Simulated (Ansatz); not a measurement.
# CH3AlF2Si (SMILES F[Si]1(F)[CH2][AlH]1): a chain of runs

Aim: a series of 8 runs (wPBEh/pcseg-1, U-wPBEh/pcseg-1) of CH3AlF2Si. 

Program for the calculation: Ansatz 0.2.0.

## 1. Starting point

CH3AlF2Si has 8 atoms, charge 0, and is taken as a singlet. SMILES: `F[Si]1(F)[CH2][AlH]1`. Geometry: relaxed at PBE0-D4/def2-TZVP.

Bond lengths: F1–Si2 1.597 Å, Si2–F3 1.594 Å, Si2–C4 1.856 Å, Si2–Al5 2.326 Å, C4–Al5 1.982 Å, C4–H6 1.090 Å, C4–H7 1.110 Å, Al5–H8 1.583 Å. Some angles: F1–Si2–F3 105.2°, F1–Si2–C4 113.0°, F1–Si2–Al5 117.6°, F3–Si2–C4 118.1°, F3–Si2–Al5 135.7°, C4–Si2–Al5 55.2°, Si2–C4–Al5 74.5°, Si2–Al5–C4 50.3°, Si2–C4–H6 128.6°, Si2–C4–H7 104.0°.

## 2. The energy at wPBEh/pcseg-1 (run 1)

molecule.yaml

```yaml
crystal:
  periodic: [false, false, false]
  atoms:
    - {symbol: F, position_ang: [0.512500, -1.279800, 1.912900]}
    - {symbol: Si, position_ang: [0.620800, -0.879800, 0.370200]}
    - {symbol: F, position_ang: [2.073100, -1.353900, -0.084200]}
    - {symbol: C, position_ang: [0.133000, 0.880900, 0.041800]}
    - {symbol: Al, position_ang: [-1.330300, -0.222700, -0.713100]}
    - {symbol: H, position_ang: [0.193300, 1.739000, 0.710900]}
    - {symbol: H, position_ang: [0.645500, 1.128500, -0.911200]}
    - {symbol: H, position_ang: [-2.755800, -0.069300, -1.383200]}
basis:
  gaussian: {orbitals: pcseg-1.json}
hamiltonian: {xc: {name: wPBEh}}
output: {orbitals: {seedname: orbitals}}
```

The basis set pcseg-1 is read from a file made from the Basis Set Exchange's data (not shown).

Run with:

```
ansatz run molecule.yaml --threads 1 --pin off --max-ram 2610MiB --events-out events.jsonl --progress --plain --runs-dir runs
```

The program printed:

```text
Warning: RAYON_NUM_THREADS=1 ignored (pool sized by the plan → 1); use --threads N
Functional definition: wPBEh
  name "wPBEh"
  parameter a = 0.25
  parameter omega = 0.11/bohr
  exchange = wpbe_x - a*pbe_x_sr(omega) + a*exact_x_sr(omega)
  correlation = pbe_c
895 factors; integrals over basis functions are off by at most 1.0e-3 eV
97 factors; integrals over basis functions are off by at most 4.8e-7 eV
mean field evaluation 1: about -20972.2498 eV, gradient 6.7e1 eV
mean field evaluation 2: about -20953.9620 eV, gradient 9.9e1 eV
mean field evaluation 4: about -20981.9648 eV, gradient 6.2e0 eV
mean field evaluation 8: about -20982.2596 eV, gradient 5.5e-1 eV
mean field evaluation 16: about -20982.2603 eV, gradient 4.7e-5 eV
mean field -20982.26025374 eV, -771.0838420382 hartree, gradient 4.6e-5 eV, S^2 0.000000; 0 other end points of the search recorded, 0 dependent functions left out
reference -20982.26030706 eV, -771.0838439977 hartree; 27, 27 occupied and 66, 66 virtual orbitals, 895 factors
Total energy: -20982.26030706 eV, -771.0838439977 hartree
```

Run time: 5.1 s. Hardware: 1 thread of Intel Xeon Platinum 8259CL at 2.50GHz (Skylake/Cascade Lake), shared host; peak memory 0.2 GiB.

## 3. A single-point energy at U-wPBEh/pcseg-1 (fill excite 0 0, maximum overlap yes) (run 2)

input.yaml

```yaml
basis:
  gaussian:
    orbitals: pcseg-1.json
    initial_orbitals: start.molden
    maximum_overlap: true
crystal:
  periodic: [false, false, false]
  atoms:
    - {symbol: F, position_ang: [0.512500, -1.279800, 1.912900]}
    - {symbol: Si, position_ang: [0.620800, -0.879800, 0.370200]}
    - {symbol: F, position_ang: [2.073100, -1.353900, -0.084200]}
    - {symbol: C, position_ang: [0.133000, 0.880900, 0.041800]}
    - {symbol: Al, position_ang: [-1.330300, -0.222700, -0.713100]}
    - {symbol: H, position_ang: [0.193300, 1.739000, 0.710900]}
    - {symbol: H, position_ang: [0.645500, 1.128500, -0.911200]}
    - {symbol: H, position_ang: [-2.755800, -0.069300, -1.383200]}
total_charge: 0
magnetization: {spin_polarized: true, initial_magnetization: 0}
hamiltonian: {xc: {name: wPBEh}}
output: {orbitals: {seedname: orbitals}}
```

The basis set pcseg-1 is read from a file made from the Basis Set Exchange's data (not shown).

Run with:

```
ansatz run input.yaml --threads 1 --pin off --max-ram 2610MiB --events-out events.jsonl --progress --plain --runs-dir runs
```

The program printed, cut to the lines that bear on the results:

```text
Warning: RAYON_NUM_THREADS=1 ignored (pool sized by the plan → 1); use --threads N
[... 2 set-up lines as earlier in the session ...]
[...]
895 factors; integrals over basis functions are off by at most 1.0e-3 eV
97 factors; integrals over basis functions are off by at most 4.8e-7 eV
[...]
mean field -20979.62084533 eV, -770.9868455681 hartree, gradient 1.7e-6 eV, S^2 1.009787; 0 other end points of the search recorded, 0 dependent functions left out
reference -20979.62090488 eV, -770.9868477564 hartree; 27, 27 occupied and 66, 66 virtual orbitals, 895 factors
Total energy: -20979.62090488 eV, -770.9868477564 hartree
Checks for a lower state left out: stability, starts, cluster_reference, orbital_swaps, neighbouring_geometries, increment
```

Run time: 7.8 s. Hardware: 1 thread of Intel Xeon Platinum 8259CL at 2.50GHz (Skylake/Cascade Lake), shared host; peak memory 0.17 GiB.

Runs 3 to 7 aren't shown in full; the table further down has their settings and results.

## 4. The doublet cation: a single-point energy at U-wPBEh/pcseg-1 (run 8)

Edit molecule.yaml of step 2 so:

```diff
@@ -13,3 +13,4 @@
   gaussian: {orbitals: pcseg-1.json}
+total_charge: 1
+magnetization: {spin_polarized: true, initial_magnetization: 1}
 hamiltonian: {xc: {name: wPBEh}}
-output: {orbitals: {seedname: orbitals}}
```

The basis set pcseg-1 is read from a file made from the Basis Set Exchange's data (not shown).

Run with:

```
ansatz run molecule.yaml --threads 1 --pin off --max-ram 2610MiB --events-out events.jsonl --progress --plain --runs-dir runs
```

The program printed, cut to the lines that bear on the results:

```text
Warning: RAYON_NUM_THREADS=1 ignored (pool sized by the plan → 1); use --threads N
[... 6 set-up lines as earlier in the session ...]
895 factors; integrals over basis functions are off by at most 1.0e-3 eV
97 factors; integrals over basis functions are off by at most 4.8e-7 eV
mean field evaluation 1: about -20954.5805 eV, gradient 6.8e1 eV
mean field evaluation 2: about -20882.0698 eV, gradient 1.4e2 eV
mean field evaluation 4: about -20972.6477 eV, gradient 1.2e1 eV
mean field evaluation 8: about -20973.5013 eV, gradient 6.6e-1 eV
mean field evaluation 16: about -20973.5061 eV, gradient 4.0e-3 eV
mean field evaluation 32: about -20973.4903 eV, gradient 1.3e0 eV
mean field -20973.50607883 eV, -770.7621320438 hartree, gradient 3.8e-5 eV, S^2 0.752308; 2 other end points of the search recorded, 0 dependent functions left out
reference -20973.50613118 eV, -770.7621339679 hartree; 27, 26 occupied and 66, 67 virtual orbitals, 895 factors
Total energy: -20973.50613118 eV, -770.7621339679 hartree
```

It took 9.6 s on 1 thread of Intel Xeon Platinum 8259CL at 2.50GHz (Skylake/Cascade Lake), shared host; peak memory 0.27 GiB.

## 5. All runs side by side

```csv
run,level,starting guess,maximum overlap,partner,energy (Eh),wall time
1,wPBEh/pcseg-1,–,–,base,-771.083844,5.1 s
2,"U-wPBEh/pcseg-1 (fill excite 0 0, maximum overlap yes)",ground-state orbitals,yes,excited,-770.986848,7.8 s
3,U-wPBEh/pcseg-1,–,–,triplet,-770.994156,10 s
4,"U-wPBEh/pcseg-1 (fill excite 1 1, maximum overlap yes)",ground-state orbitals,yes,excited,-770.865093,56 s
5,"U-wPBEh/pcseg-1 (fill hole 3, maximum overlap yes)",ground-state orbitals,yes,core hole,-745.605311,47 s
6,"U-wPBEh/pcseg-1 (fill hole 1, maximum overlap yes)",ground-state orbitals,yes,core hole,-713.041480,43 s
7,"U-wPBEh/pcseg-1 (fill hole 24, maximum overlap yes)",ground-state orbitals,yes,valence hole,-770.612264,2.4 min
8,U-wPBEh/pcseg-1,–,–,cation,-770.762134,9.6 s
```

## 6. What came out

| quantity | value |
| --- | --- |
| doublet cation, run 8: total energy | -770.76213 Eh |
| doublet cation, run 8: ⟨S²⟩ | 0.752 |
| vertical ionisation energy (to the doublet cation) | 8.754 eV |
| vertical energy of the triplet above the singlet | 2.441 eV |

What this shows: Removing an electron at fixed nuclei costs 8.75 eV (202 kcal/mol). −ε(HOMO) before ionisation, 6.28 eV, is 2.48 eV below this ionisation energy. At this shape the triplet lies 2.44 eV (235 kJ/mol) above the singlet. Spin contamination of the reference: run 2 ⟨S²⟩ = 1.01, run 4 ⟨S²⟩ = 1.01. Where it is this large, the reference is a mixture of spin states, and values that rest on it are in doubt. All runs together took 5.4 min, the longest 2.4 min.
